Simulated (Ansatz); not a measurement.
**FGeHS (SMILES [F][Ge][SH]): a rigid scan of the angle S3–Ge2–F1**

The task here is to estimate one member of a computed series from the others.

Method: single points in def2-TZVPP; program: Ansatz 0.2.0, Gaussian basis.

Levels: PBE-D4, r2SCAN-D4, PBE0-D4, B3LYP-D4, wB97M-V, Hartree-Fock, MP2, CCSD, CCSD(T). The scan takes 77.2, 81.7, 86.2, 90.7, 95.2, 99.7, 104.2, 108.7, 113.2°.

Cores are frozen in the correlated methods. Filled d shells of the heavier atoms are correlated. B3LYP uses VWN-RPA correlation.

37 further runs of the same task are left out: 37 set aside as unsound or not needed.

**The starting structure**

The minimum, relaxed at PBE0-D4: SMILES `[F][Ge][SH]`, 4 atoms, charge 0, spin multiplicity 1.

Atoms are counted from 1 here; the program's logs count them from 0.

Bond lengths: F1–Ge2 1.757 Å, Ge2–S3 2.235 Å, S3–H4 1.345 Å. Angles: F1–Ge2–S3 95.2°, Ge2–S3–H4 92.2°.

As a file:

| atom | x (Å) | y (Å) | z (Å) |
| --- | --- | --- | --- |
| F1 | -1.9109 | 0.4714 | 0.5746 |
| Ge2 | -0.3041 | -0.0642 | 1.0419 |
| S3 | 0.5315 | -0.0274 | -1.0308 |
| H4 | 1.7390 | -0.4401 | -0.6060 |

Energies of the minimum (eV), from earlier single points: PBE-D4 -70074.59539, r2SCAN-D4 -70088.03704, PBE0-D4 -70076.67486, B3LYP-D4 -70092.09877, wB97M-V -70085.82698, CCSD(T) -70035.04437.

At the minimum the angle S3–Ge2–F1 is 95.2°.

The first run:

ccsdt-tzvpp/in.yaml

```yaml
crystal:
  periodic: [false, false, false]
  atoms:
    - {symbol: F, position_ang: [-1.910853, 0.471427, 0.574614]}
    - {symbol: Ge, position_ang: [-0.304096, -0.064244, 1.041916]}
    - {symbol: S, position_ang: [-0.119335, 0.182987, -1.171758]}
    - {symbol: H, position_ang: [1.170405, -0.197845, -1.157865]}
basis:
  gaussian: {orbitals: def2-TZVPP}
correlation: {method: ccsd_t}
```

The command line of these runs was not kept.

Steps of the session up to this table: S3–Ge2–F1 = 77.2°; S3–Ge2–F1 = 81.7°; S3–Ge2–F1 = 86.2°; S3–Ge2–F1 = 90.7°; S3–Ge2–F1 = 95.2°; S3–Ge2–F1 = 99.7°; S3–Ge2–F1 = 104.2°; S3–Ge2–F1 = 108.7°; S3–Ge2–F1 = 113.2°.

One table of the session follows, with a row left open; its other results are not shown here.

Energies less that of the minimum at the same level (kcal/mol): The rows 95.2 (minimum) and angle (°) = 95.2 agree to the last digit and may rest on the same set-up.

```
     angle (°)  PBE-D4  PBE0-D4  B3LYP-D4  wB97M-V  Hartree-Fock
          77.2     8.0      8.1       8.4      8.0           9.6
          81.7     4.2      4.2       4.4      4.1           5.0
          86.2       ?        ?         ?        ?             ?
          90.7     0.4      0.4       0.5      0.3           0.5
95.2 (minimum)     0.0      0.0       0.0      0.0           0.0
          95.2     0.0      0.0       0.0      0.0           0.0
          99.7     0.3      0.4       0.3      0.4           0.4
         104.2     1.3      1.4       1.4      1.6           1.6
         108.7     2.8      3.1       3.0      3.3           3.6
         113.2     4.8      5.3       5.2      5.6           6.2
```

Q: Estimate the row for angle (°) = 86.2 from the others.

Worked estimate for «PBE-D4». A straight line through the neighbours (81.7, 4.2) and (90.7, 0.4) gives 4.2 + (0.4 − 4.2) × (86.2 − 81.7) / (90.7 − 81.7) = 2.3; a parabola fitted to 4 rows on both sides gives 1.7.

The run gave: PBE-D4: 1.8; PBE0-D4: 1.7; B3LYP-D4: 1.9; wB97M-V: 1.6; Hartree-Fock: 2.1. In «PBE-D4» the line misses by +0.5 and the parabola by -0.1.
